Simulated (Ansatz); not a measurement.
**Nb2SnC: further runs on the relaxed cell**

An exercise on one series of results from a longer session: the logs are not shown, and one member is left open.

Computed with Ansatz 0.2.0 (DFT r2SCAN, scalar-relativistic, plane waves, PAW, unless a step's input says otherwise).

### Starting point

Symmetry: P6_3/mmc, No. 194, hexagonal system. The conventional cell has a = 3.268 Å, b = 3.268 Å, c = 13.763 Å, α = 90.00°, β = 90.00°, γ = 120.00°. Nb (site symmetry 3m) has 3 C at 2.20 Å as nearest neighbours. Around Sn (site symmetry -6m2) lie 6 Nb at 2.98 Å and 6 Sn at 3.27 Å. Around C (site symmetry -3m) lie 6 Nb at 2.20 Å.

Coordinates:

```
CELL_PARAMETERS angstrom
3.26807 0.00000 0.00000
-1.63403 2.83023 0.00000
0.00000 0.00000 13.76256
ATOMIC_POSITIONS crystal
Nb 0.33333 0.66667 0.08252
Nb 0.33333 0.66667 0.41748
Nb 0.66667 0.33333 0.58252
Nb 0.66667 0.33333 0.91748
Sn 0.33333 0.66667 0.75000
Sn 0.66667 0.33333 0.25000
C 0.00000 0.00000 0.00000
C 0.00000 0.00000 0.50000
```

It goes back to an entry of the Materials Project, which need not be the stable form.

This cell was relaxed beforehand with the same method: volume 15.91 Å³/atom, gap on the mesh none (metal).

The first run:

File input.yaml:

```yaml
crystal:
  lattice:
    - [3.2350568342, 0.0, 0.0]
    - [-1.6175284171, 2.8016414011, 0.0]
    - [0.0, 0.0, 13.6235331652]
  atoms:
    - { symbol: Nb, position: [0.3333333333, 0.6666666667, 0.0825204794] }
    - { symbol: Nb, position: [0.3333333333, 0.6666666667, 0.4174795206] }
    - { symbol: Nb, position: [0.6666666667, 0.3333333333, 0.5825204794] }
    - { symbol: Nb, position: [0.6666666667, 0.3333333333, 0.9174795206] }
    - { symbol: Sn, position: [0.3333333333, 0.6666666667, 0.75] }
    - { symbol: Sn, position: [0.6666666667, 0.3333333333, 0.25] }
    - { symbol: C, position: [0.0, 0.0, 0.0] }
    - { symbol: C, position: [0.0, 0.0, 0.5] }
basis:
  ecutwfc: 500
kpoints:
  mp_grid: { grid: [12, 12, 4] }
hamiltonian:
  xc: r2scan
scf:
  occupations: { method: gaussian, width: 0.1 }
output:
  forces: true
  stress: true
  eigenvalues: true
relax:
  adjacent_minimum: "off"
  f_tol: 0.01
  max_steps: 30
  cell: { stress_tol: 0.1, fix: [volume] }
```

On the command line:

```
> ansatz run input.yaml --threads 4 --pin off --max-ram 10240MiB --backend cpu --events-out ev --progress --plain --runs-dir out
```

Among the steps run: Volume × 0.97; Volume × 1.03; The cell scaled to 0.94 of its volume; The cell scaled to 1.06 of its volume; Point at V/V0 = 0.91; The cell scaled to 1.10 of its volume; Point at V/V0 = 0.88.

One of the session's tables, all rows but one given; the rest of the session is left out.

It belongs to the step «Energy against volume». 

```
volume (Å³/atom)  energy above the lowest point (meV/atom)  pressure (GPa)
          14.002                                     153.9           29.04
          14.480                                         ?               ?
          14.957                                      34.0           12.10
          15.435                                       8.0            5.52
          15.912                                       0.0            0.01
          16.389                                       6.9           -4.59
          16.867                                      26.1           -7.96
          17.503                                      64.1          -11.46
```

Q: Estimate the row for volume (Å³/atom) = 14.480 from the others.

Worked estimate for «energy above the lowest point (meV/atom)». A straight line through the neighbours (14.002, 153.9) and (14.957, 34.0) gives 153.9 + (34.0 − 153.9) × (14.480 − 14.002) / (14.957 − 14.002) = 93.9; a parabola fitted to 3 rows on both sides gives 82.6.

The run gave: energy above the lowest point (meV/atom): 81.4; pressure (GPa): 19.86. In «energy above the lowest point (meV/atom)» the line misses by +12.5 and the parabola by +1.2.
